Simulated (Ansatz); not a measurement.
Runs of Ansatz 0.2.0 on SiF. Symmetry: Pm-3m, No. 221, cubic system. The conventional cell has a = 3.029 Å, b = 3.029 Å, c = 3.029 Å, α = 90.00°, β = 90.00°, γ = 90.00°. Si (site symmetry m-3m) is surrounded by 8 F at 2.62 Å. F (site symmetry m-3m) has 8 Si at 2.62 Å as nearest neighbours. The cell was built by a generator and needn't be a form met in nature.

```tsv
task	level	cell	cutoff (eV)	points for each segment of the path	gap on the mesh (eV)	pressure (GPa)	relaxed volume (Å³/atom)
relaxation of cell and atoms	PBE0	relaxed	420	-	none	0.0	13.53
single point	r2SCANh	as given	500	-	none	-0.9	-
band structure	HSE03	as given	420	4	none	-1.5	-
single point	r2SCAN0	as given	500	-	none	(b)	-
relaxation of cell and atoms	B3LYP	relaxed	420	-	none	0.0	(a)
```

Alike in all rows: potentials or basis Ansatz PAW; no spin polarisation; k mesh 5 × 5 × 5; smearing fermi-dirac 0.05 eV; the mesh is coarse, so values aren't converged.

Task: Fill in the values left out.

Result: (a) 14.50; (b) -1.7.

Caveats: all runs use coarse meshes; an odd number of electrons without spin polarisation forces a metal; a magnetic or distorted state may lie lower; the PAW data sets come from PBE, with cores solved anew for the run's functional, which leaves a small shift of forces and pressure; the thresholds are loose for stress (some runs); the plane-wave basis is chosen anew once the cell has moved, so the energies of steps on either side of that aren't comparable (some runs).

A gap of «none» marks a metal or a gap under the smearing width.
